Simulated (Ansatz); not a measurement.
Runs of Ansatz 0.2.0 on BiS. The structure is cubic, space group Pm-3m (No. 221). Conventional cell: a = 4.003 Å, b = 4.003 Å, c = 4.003 Å, α = 90.00°, β = 90.00°, γ = 90.00°. Bi (site symmetry m-3m) has 8 S at 3.47 Å as nearest neighbours. Around S (site symmetry m-3m) lie 8 Bi at 3.47 Å. The cell was built by a generator and needn't be a form met in nature.

```tsv
task	level	cell	cutoff (eV)	smearing	points for each segment of the path	gap on the mesh (eV)	pressure (GPa)	relaxed volume (Å³/atom)
relaxation of cell and atoms	revPBE	relaxed	420	fermi-dirac 0.05 eV	-	none	0.0	23.70
band structure	BLYP	as given	420	fermi-dirac 0.05 eV	14	none	-7.9	-
relaxation of cell and atoms	BLYP	relaxed	420	fermi-dirac 0.05 eV	-	none	0.0	(b)
single point	PBE	as given	420	gaussian 0.012 eV	-	none	-10.9	-
band structure	r2SCAN	as given	500	fermi-dirac 0.05 eV	14	none	(a)	-
```

Alike in all rows: potentials or basis Ansatz PAW; no spin polarisation; k mesh 7 × 7 × 7.

Estimate the missing entries.

(a) -11.9; (b) 25.19.

Caveats: spin-orbit coupling is left out, which moves the levels of the heavy elements; the PAW data sets come from PBE, with cores solved anew for the run's functional, which leaves a small shift of forces and pressure (some runs); the volume moved by over 15 % at a fixed basis, so the end points are rough (some runs); the plane-wave basis is chosen anew once the cell has moved, so the energies of steps on either side of that aren't comparable (some runs).

A k mesh can miss the band edges, and the runs leave out spin-orbit coupling on Bi.

A gap of «none» marks a metal or a gap under the smearing width.
